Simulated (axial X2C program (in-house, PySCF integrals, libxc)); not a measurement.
**STiS: bond lengths and stretches, held linear**

Aim: the two bond lengths and stretching wavenumbers of linear STiS, with and without spin–orbit coupling, at PBE0, HF, TPSSh, MP2.

Computed with an in-house X2C program for linear molecules on PySCF integrals. Level: all-electron X2C, two-component (2c) or spin-free, S dyall-av3z, Ti dyall-v3z.

All values are calculated.

2 further runs of the same task are left out: 2 set aside as unsound or not needed.

## Step 1: Set-up

Input file task.json:

```json
{"zs": [16, 22, 16], "q": 0, "bas": ["dyall-av3z", "dyall-v3z", "dyall-av3z"], "r0": [2.11, 2.11], "symm": 1, "scan": ["PBE0", "HF", "TPSSh"], "levels": ["PBE0", "HF", "LDA"], "nst": 2}
```

Keys: zs atomic numbers; q charge; bas basis sets; r0 starting distance in Å; symm equal bonds; scan levels of the two-bond scan (MP2 follows by itself at each HF point); levels methods; nst determinants followed.

On the command line:

```
$ python solin.py task.json out
```

Masses S 31.972, Ti 47.948, S 31.972 u.

## Step 2: Scan at PBE0, 2c

State: Ω = 0 (all partner blocks equally filled). Energies above the lowest point, from the job's result record:

```csv
r(S–Ti) (Å),r(Ti–S) (Å),E (meV)
2.0689,2.0689,69.54
2.0689,2.1220,30.96
2.0689,2.1750,57.40
2.1220,2.0689,30.96
2.1220,2.1220,0.00
2.1220,2.1750,33.46
2.1220,2.2281,118.91
2.1750,2.0689,57.40
2.1750,2.1220,33.46
2.1750,2.1750,73.34
2.2281,2.1220,118.91
2.2281,2.2281,261.35
```

A quadratic surface with cubic terms in each bond gives the minimum at 2.120 and 2.120 Å, force constants 3.68, 3.68 and coupling 0.37 mdyn/Å.

## Step 3: Scan at HF, 2c

State: Ω = 0 (all partner blocks equally filled). Energies above the lowest point, from the job's result record:

```csv
r(S–Ti) (Å),r(Ti–S) (Å),E (meV)
2.0689,2.0689,34.83
2.0689,2.1220,11.87
2.0689,2.1750,63.43
2.1220,2.0689,11.87
2.1220,2.1220,0.00
2.1220,2.1750,61.89
2.1220,2.2281,183.90
2.1750,2.0689,63.43
2.1750,2.1220,61.89
2.1750,2.1750,133.38
2.2281,2.1220,183.90
2.2281,2.2281,403.22
```

A quadratic surface with cubic terms in each bond gives the minimum at 2.105 and 2.105 Å, force constants 4.42, 4.42 and coupling 0.54 mdyn/Å.

## Step 4: Scan at TPSSh, 2c

State: Ω = 0 (all partner blocks equally filled). Energies above the lowest point, from the job's result record:

```csv
r(S–Ti) (Å),r(Ti–S) (Å),E (meV)
2.0689,2.0689,107.34
2.0689,2.1220,50.25
2.0689,2.1750,58.21
2.1220,2.0689,50.25
2.1220,2.1220,0.00
2.1220,2.1750,14.26
2.1220,2.2281,80.43
2.1750,2.0689,58.21
2.1750,2.1220,14.26
2.1750,2.1750,34.27
2.2281,2.1220,80.43
2.2281,2.2281,181.91
```

A quadratic surface with cubic terms in each bond gives the minimum at 2.134 and 2.134 Å, force constants 3.48, 3.48 and coupling 0.33 mdyn/Å.

## Step 5: Comparison

| level | r(S–Ti) (Å) | r(Ti–S) (Å) | lower stretch (cm⁻¹) | upper stretch (cm⁻¹) |
| --- | --- | --- | --- | --- |
| PBE0, 2c | 2.120 | 2.120 | 463.2 | 640.4 |
| HF, 2c | 2.105 | 2.105 | 513.2 | 692.8 |
| TPSSh, 2c | 2.134 | 2.134 | 449.8 | 625.3 |
| MP2, 2c | 2.160 | 2.160 | 410.1 | 598.7 |
| PBE0, spin-free | 2.120 | 2.120 | 463.4 | 640.6 |
| HF, spin-free | 2.105 | 2.105 | 513.8 | 692.9 |
| TPSSh, spin-free | 2.134 | 2.134 | 450.1 | 625.6 |

Scans not shown above were run alike.

In words: Over the levels the S–Ti bond spans 2.105 to 2.160 Å and the Ti–S bond 2.105 to 2.160 Å. At PBE0 spin–orbit coupling leaves both bonds unchanged to 0.001 Å. Each state is one determinant, the lowest of a limited PBE0 search; the stretches come from a fit to few points and are good to some per cent at best. The levels spread by more than a fifth in the stretches, which depend strongly on the method. MP2 freezes inner shells (threshold -2 hartree). The molecule was held linear; bending was not examined, so a bent shape may lie lower.
